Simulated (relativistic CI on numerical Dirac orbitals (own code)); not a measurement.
**Nb²⁶⁺: how the levels respond to the fine-structure constant and the nuclear radius**

How sensitive are the low transitions of Nb²⁶⁺ to a change of α? Wanted is q = dE/dx with x = (α/α0)² − 1, and the field-shift factor by the mean square nuclear radius, for the lowest 30 levels.

Program: relativistic CI on numerical Dirac orbitals (own code) version 4. Level of theory: Dirac-Coulomb-Breit CI, KLI orbitals optimised for each configuration, derivatives by finite differences. These are calculated values, not measurements, unless marked.

**1. The system**

* ion: Nb²⁶⁺ (Nb XXVII)
* nuclear charge: 41
* electrons: 15
* isotope: A = 93
* first configuration: [Ne] 3s2 3p3

The outer shells:

[Ne] 3s2 3p3
```
[Ne] core
3s [↑↓]
3p [↑ ][↑ ][↑ ]
```

**2. The run**

Settings of the run:

```ini
atom Nb  Z=41  charge=26  electrons=15
nucleus A=93  rms_radius_fm=4.3240
hamiltonian dirac-coulomb  breit=on  qed=off  c_scale=1
orbitals kli  potential=per-configuration
slater_scale 1
correlation none
mixing on
configurations
  [Ne] 3s2 3p3
  [Ne] 3s 3p4
  [Ne] 3s2 3p2 3d
  [Ne] 3p5
  [Ne] 3s 3p3 3d
  [Ne] 3p4 3d
  [Ne] 3s2 3p 3d2
  [Ne] 3s2 3d3
  [Ne] 3s 3p 3d3
  [Ne] 3p3 3d2
  [Ne] 3p2 3d3
end
derivatives alpha2 +-0.01 radius +-1%
```

Command:

```
> python run_levels.py task.json out
```

The settings of every run stand in task.json; they run in order.

Before running it: what results should come out? Wanted: lowest level; largest q in size, lowest 30 levels; largest K in size within the lowest configuration; largest field-shift factor among them.

**Answer**, as computed:

| quantity | value |
| --- | --- |
| lowest level | 3p3 [3p3/2] J=3/2° |
| largest q in size, lowest 30 levels | 432600 cm⁻¹ (3p2 3d 2P1/2 + 3s 3p4 2S) |
| largest K in size within the lowest configuration | 2.14 (3p3 [3p1/2 3p3/2^2] J=3/2°) |
| largest field-shift factor among them | -160 GHz/fm² (3s 3p4 4P5/2) |

In words: Among these levels the largest q belongs to 3p2 3d 2P1/2 + 3s 3p4 2S, a change of configuration. K = 2q/E, the relative sensitivity of a level, hangs on the computed energy: between configurations that lie close it can be off by a factor of several.
